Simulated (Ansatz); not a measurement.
# CH5AsSi (SMILES C1[SiH2][AsH]1): wB97M-V/def2-SVP

What is the energy change on altering one bond length of CH5AsSi at wB97M-V/def2-SVP? 

The calculation is run with Ansatz 0.2.0.

78 further runs of the same task are left out: 78 set aside as unsound or not needed.

## (1) The structure to begin with

CH5AsSi has 8 atoms, charge 0, and is taken as a singlet. As SMILES, `C1[SiH2][AsH]1`. The coordinates come from a PBE0-D4/def2-TZVP relaxation.

Bond lengths: C1–Si2 1.843 Å, C1–As3 2.046 Å, Si2–As3 2.317 Å, C1–H4 1.084 Å, C1–H5 1.086 Å, Si2–H6 1.480 Å, Si2–H7 1.479 Å, As3–H8 1.526 Å. Some angles: C1–Si2–As3 57.6°, Si2–C1–As3 72.9°, C1–As3–Si2 49.5°, C1–Si2–H6 117.5°, C1–Si2–H7 118.2°, As3–Si2–H6 118.8°, As3–Si2–H7 119.8°, Si2–C1–H4 121.0°, Si2–C1–H5 118.1°, As3–C1–H4 114.8°.

## (2) The energy at wB97M-V/def2-SVP

Input file in.yaml:

```yaml
crystal:
  periodic: [false, false, false]
  atoms:
    - {symbol: C, position_ang: [-0.770300, 0.017900, -0.576000]}
    - {symbol: Si, position_ang: [0.707800, 0.663100, 0.315700]}
    - {symbol: As, position_ang: [-0.538100, -1.122700, 1.107200]}
    - {symbol: H, position_ang: [-0.667200, -0.524000, -1.509300]}
    - {symbol: H, position_ang: [-1.690700, 0.591800, -0.522300]}
    - {symbol: H, position_ang: [0.581300, 1.973900, 0.990500]}
    - {symbol: H, position_ang: [2.040800, 0.422300, -0.277100]}
    - {symbol: H, position_ang: [0.428400, -2.079400, 0.415600]}
basis:
  gaussian:
    orbitals: def2-SVP
total_charge: 0
accuracy: high
hamiltonian:
  xc: {name: wB97M-V}
output: {orbitals: {seedname: orbitals}}
```

On the command line:

```console
ansatz run in.yaml --threads 1 --pin off --max-ram 3480MiB --events-out events.jsonl --progress --plain --runs-dir runs
```

Output:

```text
Warning: RAYON_NUM_THREADS=1 ignored (pool sized by the plan → 1); use --threads N
Functional definition: wB97M-V
  name "wB97M-V"
  parameter omega = 0.3/bohr
  parameter cx = 0.15
  parameter cx01 = 1.007
  parameter cx10 = 0.259
  parameter css00 = 0.443
  parameter css04 = -1.437
  parameter css10 = -4.535
  parameter css20 = -3.390
  parameter css43 = 4.278
  parameter cos00 = 1.000
  parameter cos10 = 1.358
  parameter cos20 = 2.924
  parameter cos21 = -8.812
  parameter cos60 = -1.390
  parameter cos61 = 9.142
  parameter b = 6.0
  parameter c = 0.01
  gx(w, u) = 1 - cx + cx01*u + cx10*w
  gss(w, u) = css00 + css04*u^4 + css10*w + css20*w^2 + css43*w^4*u^3
  gos(w, u) = cos00 + cos10*w + (cos20 + cos21*u)*w^2 + (cos60 + cos61*u)*w^6
  exchange = spin_sum(e_x_unif_sr(omega)*gx(b97_w, b97_u_x)) + cx*exact_x_sr(omega) + exact_x_lr(omega)
  correlation = spin_sum(e_c_pw_mod_same_spin*gss(b97_w, b97_u_same))
      + integral(e_c_pw_mod_opposite_spin*gos(b97_w_opposite, b97_u_opposite)) + vv10(b, c)
1915 factors; integrals over basis functions are off by at most 4.8e-9 eV
360 factors; integrals over basis functions are off by at most 1.8e-9 eV
mean field evaluation 1: about -69818.7683 eV, gradient 3.0e1 eV
mean field evaluation 2: about -69819.0205 eV, gradient 2.8e1 eV
mean field evaluation 4: about -69820.9972 eV, gradient 6.4e-1 eV
mean field evaluation 8: about -69821.0898 eV, gradient 5.1e-2 eV
mean field evaluation 16: about -69821.0898 eV, gradient 9.6e-5 eV
mean field -69821.08982738 eV, -2565.8777247219 hartree, gradient 2.1e-8 eV, S^2 0.000000; 0 other end points of the search recorded, 0 dependent functions left out
reference -69821.08983144 eV, -2565.8777248710 hartree; 29, 29 occupied and 60, 60 virtual orbitals, 1915 factors
Total energy: -69821.08983144 eV, -2565.8777248710 hartree
```

It took 77 s on 1 thread of Arm Neoverse V1, shared host; peak memory 0.58 GiB.

## (3) The distorted shape, same level

Input file input.yaml:

```yaml
crystal:
  periodic: [false, false, false]
  atoms:
    - {symbol: C, position_ang: [-1.836703, 0.210541, -0.101759]}
    - {symbol: Si, position_ang: [-0.358603, 0.855741, 0.789941]}
    - {symbol: As, position_ang: [-1.604503, -0.930059, 1.581441]}
    - {symbol: H, position_ang: [-1.733603, -0.331359, -1.035059]}
    - {symbol: H, position_ang: [-2.757103, 0.784441, -0.048059]}
    - {symbol: H, position_ang: [-0.485103, 2.166541, 1.464741]}
    - {symbol: H, position_ang: [2.040800, 0.422300, -0.277100]}
    - {symbol: H, position_ang: [-0.638003, -1.886759, 0.889841]}
basis:
  gaussian:
    orbitals: def2-SVP
hamiltonian:
  xc: {name: wB97M-V}
accuracy: high
output: {orbitals: {seedname: orbitals}}
```

On the command line:

```console
ansatz run input.yaml --threads 1 --pin off --max-ram 3480MiB --events-out events.jsonl --progress --plain --runs-dir runs
```

Output:

```text
Warning: RAYON_NUM_THREADS=1 ignored (pool sized by the plan → 1); use --threads N
[... 19 set-up lines as earlier in the session ...]
  gx(w, u) = 1 - cx + cx01*u + cx10*w
  gss(w, u) = css00 + css04*u^4 + css10*w + css20*w^2 + css43*w^4*u^3
  gos(w, u) = cos00 + cos10*w + (cos20 + cos21*u)*w^2 + (cos60 + cos61*u)*w^6
[... 2 set-up lines as earlier in the session ...]
      + integral(e_c_pw_mod_opposite_spin*gos(b97_w_opposite, b97_u_opposite)) + vv10(b, c)
1893 factors; integrals over basis functions are off by at most 4.2e-9 eV
373 factors; integrals over basis functions are off by at most 1.9e-9 eV
mean field evaluation 1: about -69815.2110 eV, gradient 3.1e1 eV
mean field evaluation 2: about -69815.5166 eV, gradient 2.8e1 eV
mean field evaluation 4: about -69817.5724 eV, gradient 9.6e-1 eV
mean field evaluation 8: about -69817.6593 eV, gradient 3.7e-2 eV
mean field evaluation 16: about -69817.6593 eV, gradient 1.7e-4 eV
mean field -69817.65934955 eV, -2565.7516569867 hartree, gradient 6.5e-8 eV, S^2 0.000000; 0 other end points of the search recorded, 0 dependent functions left out
reference -69817.65935387 eV, -2565.7516571454 hartree; 29, 29 occupied and 60, 60 virtual orbitals, 1893 factors
Total energy: -69817.65935387 eV, -2565.7516571454 hartree
```

It took 76 s on 1 thread of Arm Neoverse V1, shared host; peak memory 0.58 GiB.

## (4) Summary of results

Level: wB97M-V/def2-SVP.

```
                                                          quantity           value
                                         first shape: total energy  -2565.87772 Eh
                                          first shape: HOMO energy        -8.86 eV
                                          first shape: LUMO energy         1.76 eV
                                        first shape: HOMO–LUMO gap        10.62 eV
                                     distorted shape: total energy  -2565.75166 Eh
                                      distorted shape: HOMO energy        -8.80 eV
                                      distorted shape: LUMO energy        -1.16 eV
                                    distorted shape: HOMO–LUMO gap         7.63 eV
energy change with the Si2–H7 bond stretched from 1.479 to 2.662 Å        3.430 eV
```

What this shows: With the Si2–H7 bond stretched from 1.479 to 2.662 Å the energy rises by 3.43 eV (331 kJ/mol). The first shape isn't relaxed at this level, so the change isn't measured from a minimum. A restricted reference can't describe the breaking bond well at this length.
